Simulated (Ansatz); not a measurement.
## NbRu3C in Ansatz: the effect of functional

Crystal: NbRu3C.

```
CELL_PARAMETERS angstrom
4.06514 0.00000 0.00000
0.00000 4.06514 0.00000
0.00000 0.00000 4.06514
ATOMIC_POSITIONS crystal
Ru 0.50000 0.50000 0.00000
Ru 0.50000 0.00000 0.50000
Ru 0.00000 0.50000 0.50000
Nb 0.00000 0.00000 0.00000
C 0.50000 0.50000 0.50000
```

The cell comes from a database or a generator and needn't be the stable form of this composition.

Alike in all runs:

```yaml
Program: Ansatz 0.2.0
Task: projected density of states
Potentials_or_basis: Ansatz PAW
k_mesh: 7 × 7 × 7
Occupations: fermi-dirac, width 0.05 eV
Spin: no spin polarisation
```

```csv
functional,cutoff,pressure (GPa)
LDA,420 eV (not typed: the program's choice for these potentials),-16.9
PBE,420 eV (not typed: the program's choice for these potentials),-3.4
PBEsol,420 eV (not typed: the program's choice for these potentials),-11.8
RPBE,420 eV (not typed: the program's choice for these potentials),0.5
revPBE,420 eV (not typed: the program's choice for these potentials),-0.6
BLYP,420 eV (not typed: the program's choice for these potentials),?
r2SCAN,500 eV (not typed: the program's choice for these potentials),-7.5
```

Question: What does the run with functional BLYP give?

Answer: Pressure 8.2 GPa.

Caveats: the density of states is complete only up to the lowest level of the last band computed; the PAW data sets come from PBE, with cores solved anew for the run's functional, which leaves a small shift of forces and pressure (some runs).
